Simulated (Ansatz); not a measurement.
# C₆H₁₃ClSi: one species, many methods

Aim: compute C₆H₁₃ClSi with functionals from several rungs and with coupled cluster, and see how far each lands from CCSD(T) at the basis-set limit for the atomisation energy.

Computed with Ansatz 0.2.0, Gaussian basis. Level: functionals in def2-TZVPP, the program's frozen cores in correlated methods.

The runs, in order: LDA (SPW92), PBE-D4, revPBE-D4, BLYP-D4, r2SCAN-D4, B97M-V, PBE0-D4, B3LYP-D4, r2SCANh-D4, r2SCAN0-D4, HSE06-D4, BHLYP-D4, CAM-B3LYP-D4, LC-ωPBE, ωB97X-V, ωB97M-V, B2PLYP, PBE-QIDH; CCSD(T)/def2-SVP; CCSD(T)/def2-TZVPP; MP2/def2-QZVPP; extrapolation to the limit; RPA on PBE.

### Step 1. Structure used throughout

An earlier PBE0-D4 in a triple-zeta def2 set relaxation fixed the geometry.

SMILES `C=C[Si](Cl)(CC)CC`, 21 atoms, charge 0, spin multiplicity 1.

Atoms are counted from 1 here; the program's logs count them from 0.

Bond lengths: C1–C2 1.330 Å, C1–H9 1.087 Å, C1–H10 1.086 Å, C2–Si3 1.858 Å, C2–H11 1.090 Å, Si3–Cl4 2.079 Å, Si3–C5 1.869 Å, Si3–C7 1.870 Å, C5–C6 1.526 Å, C5–H12 1.095 Å, C5–H13 1.097 Å, C6–H14 1.093 Å, C6–H15 1.092 Å, C6–H16 1.093 Å, C7–C8 1.527 Å, C7–H17 1.095 Å, C7–H18 1.095 Å, C8–H19 1.093 Å and more. Angles: C2–C1–H9 122.3°, C2–C1–H10 122.0°, H9–C1–H10 115.8°, C1–C2–Si3 123.9°, C1–C2–H11 118.0°, Si3–C2–H11 118.1°, C2–Si3–Cl4 107.2°, C2–Si3–C5 111.5°, C2–Si3–C7 110.7°, Cl4–Si3–C5 108.0°, Cl4–Si3–C7 106.8°, C5–Si3–C7 112.3°, Si3–C5–C6 113.9°, Si3–C5–H12 108.0°, Si3–C5–H13 107.8°, C6–C5–H12 110.5°, C6–C5–H13 110.2°, H12–C5–H13 106.2° and more.

### Step 2. LDA

This LDA is Slater exchange with PW92 correlation.

File in.yaml:

```yaml
crystal:
  periodic: [false, false, false]
  atoms:
    - {symbol: C, position_ang: [2.146586, 0.336769, -1.855823]}
    - {symbol: C, position_ang: [1.676567, -0.716030, -1.192188]}
    - {symbol: Si, position_ang: [-0.006522, -0.781286, -0.408820]}
    - {symbol: Cl, position_ang: [-0.957448, -2.481880, -1.134536]}
    - {symbol: C, position_ang: [-1.038116, 0.704204, -0.879638]}
    - {symbol: C, position_ang: [-2.434549, 0.705857, -0.264243]}
    - {symbol: C, position_ang: [0.132906, -0.989172, 1.444117]}
    - {symbol: C, position_ang: [0.744241, 0.225585, 2.138033]}
    - {symbol: H, position_ang: [3.142883, 0.351496, -2.289210]}
    - {symbol: H, position_ang: [1.554104, 1.235432, -2.002836]}
    - {symbol: H, position_ang: [2.324204, -1.586242, -1.088725]}
    - {symbol: H, position_ang: [-1.101330, 0.739007, -1.972270]}
    - {symbol: H, position_ang: [-0.489144, 1.603963, -0.576646]}
    - {symbol: H, position_ang: [-3.008497, 1.580651, -0.579065]}
    - {symbol: H, position_ang: [-2.996982, -0.183200, -0.558241]}
    - {symbol: H, position_ang: [-2.391973, 0.719365, 0.827992]}
    - {symbol: H, position_ang: [-0.864372, -1.203562, 1.842324]}
    - {symbol: H, position_ang: [0.731221, -1.886073, 1.636927]}
    - {symbol: H, position_ang: [0.125116, 1.116942, 2.005317]}
    - {symbol: H, position_ang: [1.736107, 0.457314, 1.741081]}
    - {symbol: H, position_ang: [0.850401, 0.061560, 3.213153]}
basis:
  gaussian: {orbitals: def2-TZVPP}
hamiltonian: {xc: lda}
output: {orbitals: {seedname: orbitals}}
```

After this run come: PBE-D4 (GGA); revPBE-D4 (GGA); BLYP-D4 (GGA); r2SCAN-D4 (meta-GGA); B97M-V (meta-GGA); PBE0-D4 (hybrid); B3LYP-D4 (hybrid); r2SCANh-D4 (hybrid); r2SCAN0-D4 (hybrid); HSE06-D4 (hybrid); BHLYP-D4 (hybrid); CAM-B3LYP-D4 (range-separated); LC-ωPBE (range-separated); ωB97X-V (range-separated); ωB97M-V (range-separated); B2PLYP (double hybrid); PBE-QIDH (double hybrid); CCSD(T) in def2-SVP; CCSD(T) in def2-TZVPP; MP2 in def2-QZVPP; RPA on PBE orbitals.

**Question.** What will the summary of the whole plan be? Wanted: atomisation energy, CCSD(T)/CBS; farthest beyond LDA; mean size of error, GGA; mean size of error, meta-GGA; mean size of error, hybrid; mean size of error, range-separated; mean size of error, double hybrid; gap, smallest and largest; T1 diagnostic.

As calculated:

| quantity | value |
| --- | --- |
| atomisation energy, CCSD(T)/CBS | 1987.4 kcal/mol |
| functionals within 9.9 kcal/mol (0.5 %) | revPBE-D4, r2SCAN-D4, B97M-V, B3LYP-D4, r2SCANh-D4, CAM-B3LYP-D4, LC-ωPBE, ωB97X-V, ωB97M-V, PBE-QIDH |
| farthest beyond LDA | BHLYP-D4 (-39.7 kcal/mol) |
| mean size of error, GGA | 17.4 kcal/mol |
| mean size of error, meta-GGA | 6.4 kcal/mol |
| mean size of error, hybrid | 13.1 kcal/mol |
| mean size of error, range-separated | 5.8 kcal/mol |
| mean size of error, double hybrid | 11.5 kcal/mol |
| gap, smallest and largest | 4.91 eV (LDA (SPW92)), 12.29 eV (LC-ωPBE) |
| T1 diagnostic | 0.0097 |
| triples share of the correlation energy | 4.1 % |

In words: LDA overbinds by 254.8 kcal/mol (13 %). PBE-D4 is off by +33.0 kcal/mol. Double hybrids carry the basis error of their MP2 part in triple zeta, and no dispersion term here, so their miss is partly the set-up's. The rungs range-separated, meta-GGA miss on average by less than the doubt on the reference (9.9 kcal/mol), so they tie. Misses under about 9.9 kcal/mol are within the doubt on the reference itself, which lacks core-valence correlation, relativity and higher excitations. Hartree-Fock recovers 76 % of the binding; the rest is correlation. CCSD(T) in def2-SVP is off by -87.5 kcal/mol, which most functionals beat. Orbital gaps span 4.9 to 12.3 eV; exact exchange widens them.
